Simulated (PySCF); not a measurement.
# [Yb(SH)3]−: other functionals and bases at one geometry

One table from this session's results is given with a row withheld; the runs are named, their logs left out.

Method: several levels, as the steps say, no spin–orbit coupling; program: PySCF 2.14.0.

1 further run of the same task is left out (for a known fault of the program).

## Starting geometry

7 atoms, charge -1, spin multiplicity 1.

Bond lengths: Yb1–S2 2.779 Å, Yb1–S4 2.779 Å, Yb1–S6 2.779 Å, S2–H3 1.354 Å, S4–H5 1.354 Å, S6–H7 1.354 Å. Angles: S2–Yb1–S4 120.0°, S2–Yb1–S6 120.0°, S4–Yb1–S6 120.0°, Yb1–S2–H3 92.6°, Yb1–S4–H5 92.6°, Yb1–S6–H7 92.6°.

Coordinates:

| atom | x (Å) | y (Å) | z (Å) |
| --- | --- | --- | --- |
| Yb1 | 0.0000 | 0.0000 | 0.5794 |
| S2 | 2.7303 | 0.5195 | 0.5857 |
| H3 | 3.0442 | -0.7975 | 0.6021 |
| S4 | -1.8150 | 2.1048 | 0.5857 |
| H5 | -0.8314 | 3.0351 | 0.6021 |
| S6 | -0.9153 | -2.6242 | 0.5857 |
| H7 | -2.2128 | -2.2376 | 0.6021 |

Formal oxidation states: Yb +2. Each metal's 14 4f electrons lie in its core potential, so multiplicities, spins and levels count the valence alone. An earlier session relaxed this geometry at PBE0, Yb lcecp-0-SVP with ECP60, S def2-SVP, H def2-SVP (singlet, point group C3).

At PBE0 on the finer grid: E = -1228.781530 Eh, frontier levels not given, since the 4f levels lie in the core, Mulliken charge on Yb1 +0.34 e, largest force component 0.004 eV/Å. 

Levels to run: B3LYP; PBE; PBE0, TZVP. Hardware: 2 threads of Arm Neoverse V1, shared host.

Set-up of the first run:

run.py (the lines that set the calculation)

```python
mol = gto.M(atom='''
Yb     0.00000     0.00000     0.57936
S      2.73029     0.51947     0.58571
H      3.04420    -0.79755     0.60212
S     -1.81502     2.10476     0.58571
H     -0.83140     3.03513     0.60212
S     -0.91527    -2.62424     0.58571
H     -2.21280    -2.23758     0.60212''',
    basis={'Yb': 'lcecp-0-SVP', 'S': 'def2-SVP', 'H': 'def2-SVP'},
    ecp={'Yb': 'lcecp-0-SVP'},
    charge=-1, spin=0)
mf = dft.RKS(mol, xc='B3LYP')
mf.grids.atom_grid = (75, 302)  # f atoms: unpruned, at least (60, 302)
mf = mf.density_fit()  # fitting sets: Yb AutoAux, S def2-universal-JKFIT, H def2-universal-JKFIT
mf.conv_tol = 1e-08; mf.max_cycle = 55
mf.kernel(dm0)  # dm0: the density of the relaxed state
```

On the command line:

```
$ OMP_NUM_THREADS=2 python run.py
```

Among the steps run: B3LYP; PBE; PBE0, TZVP.

One of the session's tables, all rows but one given; the rest of the session is left out.

```
              level  charge on Yb1 (e)  largest force component (eV/Å)
PBE0 (relaxed here)               0.34                            0.00
              B3LYP               0.25                            0.11
                PBE                  ?                               ?
         PBE0, TZVP               0.97                            0.22
```

Estimate the missing values for PBE.

As computed: charge on Yb1 (e): 0.17; largest force component (eV/Å): 0.30. In the column «charge on Yb1 (e)» it is the lowest.

The largest leftover force, 0.30 eV/Å with PBE, stands at a geometry relaxed at another level. With 4f in the core, its levels are missing from HOMO and gap, and its count is fixed, so no charge can pass from the ligands into it. Total energies of different levels can't be compared.
